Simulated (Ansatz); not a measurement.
I need a relaxation of cell and ions of FeNi₃, space group Pm-3m. Use Ansatz's Python interface. Use: PBE, PAW, the default cutoff (420 eV here), 7×7×7 k-points, Fermi-Dirac smearing of 0.1 eV, collinear spin.

Contents of `feni3.extxyz`:
```text
4
Lattice="3.545 0.0 0.0 0.0 3.545 0.0 0.0 0.0 3.545" Properties=species:S:1:pos:R:3:initial_magmoms:R:1 pbc="T T T"
Fe    0.00000000    0.00000000    0.00000000  4.50
Ni    0.00000000    1.77250000    1.77250000 -2.00
Ni    1.77250000    0.00000000    1.77250000  2.00
Ni    1.77250000    1.77250000    0.00000000 -2.00
```

`vcrelax_feni3.py`
```python
'''Cell relaxation of FeNi3.'''

import json

import ansatz as az
import numpy as np

def edges_and_angles(cell):
    cell = np.asarray(cell)
    a, b, c = np.linalg.norm(cell, axis=1)
    cosines = cell[1] @ cell[2] / (b * c), cell[0] @ cell[2] / (a * c), cell[0] @ cell[1] / (a * b)
    return (a, b, c, *np.degrees(np.arccos(cosines)))

cell = az.Crystal.from_extxyz('feni3.extxyz')

# a pressure is positive in compression
job = (
    cell.calculation()
    .functional('PBE')
    .pseudopotentials('paw')
    .spin(az.SpinTreatment.COLLINEAR)
    .occupations('fermi_dirac')
    .kpoints(7)
    .relax(pressure=200 * az.kbar)
)
outcome = job.run(threads=1, pin='off', events_out='feni3.ndjson')
with open('feni3.ndjson') as stream:
    events = [json.loads(line) for line in stream]
steps = [e['data'] for e in events if e['event'] == 'relax_step']
report = outcome.report
print('step   energy (eV)     max comp. (eV/A)   P (GPa)  SCF')
for s in steps:
    print(f'{s["step"]:4d} {s["lagrangian_ev"]:15.5f} {s["allowed_force_max_ev_ang"]:12.4f} {s["pressure_gpa"]:10.3f} {s["n_scf"]:5d}')

first, last = steps[0], steps[-1]
symbols = [site.symbol for site in outcome.lattice.sites]
print(f'energy gained {first["lagrangian_ev"] - last["lagrangian_ev"]:.4f} eV in {len(steps) - 1} steps')
for label, vectors in (('before', first['cell_ang']), ('after', outcome.lattice.cell_ang)):
    print(label, 'a b c (A) {:.4f} {:.4f} {:.4f}  angles {:.2f} {:.2f} {:.2f}'.format(*edges_and_angles(vectors)), f' V = {abs(np.linalg.det(vectors)):.3f} A^3')
print('final stress xx yy zz (GPa, compression positive):', np.round(np.diag(report['stress_gpa']), 3) + 0.0)

change = np.array(last['positions_ang']) @ np.linalg.inv(last['cell_ang']) - np.array(first['positions_ang']) @ np.linalg.inv(first['cell_ang'])
moved = np.linalg.norm(change @ np.array(last['cell_ang']), axis=1)
print('displacement within the cell, strain taken out (A):', ' '.join(f'{s}:{d:.3f}' for s, d in zip(symbols, moved)))

print('relaxed fractional positions')
for site in outcome.lattice.sites:
    print(f'  {site.symbol:2s}', ' '.join(f'{v % 1:8.5f}' for v in np.round(site.position_frac, 5)))

print(f'free energy      {report["free_energy_ev"]:.5f} eV')
print(f'per atom         {report["free_energy_ev"] / len(outcome.lattice.sites):.5f} eV')
print(f'SCF iterations   {report["n_iterations"]}  (converged: {report["converged"]})')
```

```console
$ python vcrelax_feni3.py
DeckWarning: basis.ecutwfc = 420 eV, auto-derived from the records' recommended cutoffs: set by Fe (normal level)
DeckWarning: where an SCF of this run starts from atoms to list the orders of its open shells, Fe (site 0, from 0) starts with 4.00 μB on its 3d shell, in the place of the 4.50 μB that the deck gives it: its open shells can hold no more by Hund's first rule. [...]
RunWarning: the starting moments were not kept: 2 of 4 ended reversed and 2 kept their direction, counting a site from 0.1 μB. The largest reversed, site 1 (counted from 0, in the order of the report's site_moments_mub), started with -2.0 μB and closes at [...]
step   energy (eV)     max comp. (eV/A)   P (GPa)  SCF
   1    -22000.05386       0.0000      0.224    17
   2    -21999.96429       0.0000     12.470    11
   3    -21999.82381       0.0000     21.193    12
   4    -21999.84599       0.0000     19.991    10
   5    -21999.84376       0.0000     20.060    14
   6    -21999.84483       0.0000     20.001     7
   7    -21999.84485       0.0000     19.999    10
energy gained -0.2090 eV in 6 steps
before a b c (A) 3.5450 3.5450 3.5450  angles 90.00 90.00 90.00  V = 44.550 A^3
after a b c (A) 3.4475 3.4475 3.4475  angles 90.00 90.00 90.00  V = 40.975 A^3
final stress xx yy zz (GPa, compression positive): [19.999 19.999 19.999]
displacement within the cell, strain taken out (A): Fe:0.000 Ni:0.000 Ni:0.000 Ni:0.000
relaxed fractional positions
  Fe  0.00000  0.00000  0.00000
  Ni  0.00000  0.50000  0.50000
  Ni  0.50000  0.00000  0.50000
  Ni  0.50000  0.50000  0.00000
free energy      -21999.84485 eV
per atom         -5499.96121 eV
SCF iterations   10  (converged: True)
```
(Warnings from the package without file and line, shortened, repeats left out.)

Total energies depend on the potentials; only differences at equal settings carry meaning. The SCF didn't keep the moments it started from (some shrank, vanished or turned); what is printed is the state reached. Forces vanish by symmetry, so the ions can't move, and the end may be a saddle. Part of the cell is held or a pressure is applied, so the end point needn't be the zero-pressure lattice. At a fixed pressure a relaxation lowers the enthalpy F + PV, while F alone can rise. The mesh is modest for a metal, so energies can be off by several to tens of meV an atom and pressures by half a GPa or more; differences at equal mesh fare better. Energies along a relaxation are free energies. Rows at an unchanged volume are solved on a plane-wave basis chosen afresh for that cell, so the energy can jump there; the script counts such rows among its steps. Symmetry holds the cell in this phase, whether or not it is the stable one at this pressure. The starting cell is as deposited in a crystallographic database; the results hold for this polymorph, which needn't be the stable one. The whole script took 91 s on 1 thread of Arm Neoverse V1, on a shared host, peak memory 0.53 GiB.
